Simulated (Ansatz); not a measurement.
# C2H6FMgN: one species, many methods

The task here is to estimate one member of a computed series from the others.

Method: functionals in def2-TZVPP, the program's frozen cores in correlated methods; program: Ansatz 0.2.0, Gaussian basis.

Plan: LDA (SPW92), PBE-D4, revPBE-D4, BLYP-D4, r2SCAN-D4, B97M-V, PBE0-D4, B3LYP-D4, r2SCANh-D4, r2SCAN0-D4, HSE06-D4, BHLYP-D4, CAM-B3LYP-D4, LC-ωPBE, ωB97X-V, ωB97M-V, B2PLYP, PBE-QIDH; CCSD(T)/def2-SVP; CCSD(T)/def2-TZVPP; MP2/def2-QZVPP; extrapolation to the limit; RPA on PBE.

### The relaxed structure

The geometry comes from an earlier relaxation with PBE0-D4 in a triple-zeta def2 set; it is a stationary point, not always the lowest conformer.

SMILES `C[N](C)[Mg][F]`, 11 atoms, charge 0, spin multiplicity 1.

Atoms are counted from 1 here; the program's logs count them from 0.

Bond lengths: C1–N2 1.440 Å, C1–H6 1.103 Å, C1–H7 1.103 Å, C1–H8 1.096 Å, N2–C3 1.440 Å, N2–Mg4 1.887 Å, C3–H9 1.103 Å, C3–H10 1.096 Å, C3–H11 1.103 Å, Mg4–F5 1.755 Å. Angles: N2–C1–H6 112.3°, N2–C1–H7 112.2°, N2–C1–H8 111.7°, H6–C1–H7 106.5°, H6–C1–H8 106.9°, H7–C1–H8 106.9°, C1–N2–C3 110.7°, C1–N2–Mg4 124.7°, C3–N2–Mg4 124.6°, N2–C3–H9 112.3°, N2–C3–H10 111.7°, N2–C3–H11 112.2°, H9–C3–H10 106.9°, H9–C3–H11 106.5°, H10–C3–H11 106.9°, N2–Mg4–F5 180.0°.

The first run:

in.yaml reads:

```yaml
crystal:
  periodic: [false, false, false]
  atoms:
    - {symbol: C, position_ang: [-1.025951, -0.508699, 0.665732]}
    - {symbol: N, position_ang: [-0.039018, 0.153046, -0.147147]}
    - {symbol: C, position_ang: [1.276976, -0.358629, 0.134144]}
    - {symbol: Mg, position_ang: [-0.416907, 1.508245, -1.404432]}
    - {symbol: F, position_ang: [-0.767890, 2.767820, -2.574333]}
    - {symbol: H, position_ang: [-0.841672, -0.368323, 1.744447]}
    - {symbol: H, position_ang: [-1.048980, -1.597797, 0.490871]}
    - {symbol: H, position_ang: [-2.035434, -0.132991, 0.464074]}
    - {symbol: H, position_ang: [1.566393, -0.211363, 1.188580]}
    - {symbol: H, position_ang: [2.042291, 0.132710, -0.477231]}
    - {symbol: H, position_ang: [1.355389, -1.441120, -0.064107]}
basis:
  gaussian: {orbitals: def2-TZVPP}
hamiltonian: {xc: lda}
output: {orbitals: {seedname: orbitals}}
```

Steps of the session up to this table: LDA; PBE-D4 (GGA); revPBE-D4 (GGA); BLYP-D4 (GGA); r2SCAN-D4 (meta-GGA); B97M-V (meta-GGA); PBE0-D4 (hybrid); B3LYP-D4 (hybrid); r2SCANh-D4 (hybrid); r2SCAN0-D4 (hybrid); HSE06-D4 (hybrid); BHLYP-D4 (hybrid); CAM-B3LYP-D4 (range-separated); LC-ωPBE-D4 (range-separated; the results give it without D4); ωB97X-V (range-separated); ωB97M-V (range-separated); B2PLYP (double hybrid); PBE-QIDH (double hybrid).

One table of the session follows, with a row left open; its other results are not shown here.

It belongs to the step «Frontier levels by functional». 

```
  functional  HOMO (eV)  LUMO (eV)  gap (eV)
 LDA (SPW92)      -4.62      -2.24      2.38
      PBE-D4      -4.47      -2.03      2.44
   revPBE-D4      -4.40      -1.89      2.51
     BLYP-D4      -4.39      -2.03      2.36
   r2SCAN-D4      -4.65      -1.56      3.09
      B97M-V      -4.76      -1.99      2.77
     PBE0-D4      -5.69      -1.28      4.42
    B3LYP-D4      -5.52      -1.60      3.92
  r2SCANh-D4      -5.12      -1.33      3.79
  r2SCAN0-D4      -5.83      -1.00      4.83
    HSE06-D4      -5.30      -1.64      3.66
    BHLYP-D4      -6.90      -0.74      6.16
CAM-B3LYP-D4      -7.09      -0.58      6.51
     LC-ωPBE      -8.36       0.61      8.98
     ωB97X-V      -8.06       0.41      8.47
     ωB97M-V          ?          ?         ?
```

Estimate the missing values for ωB97M-V.

**Answer.** HOMO (eV): -8.00; LUMO (eV): -0.01; gap (eV): 7.99. In the column «HOMO (eV)» it lies between ωB97X-V (-8.06) and CAM-B3LYP-D4 (-7.09).
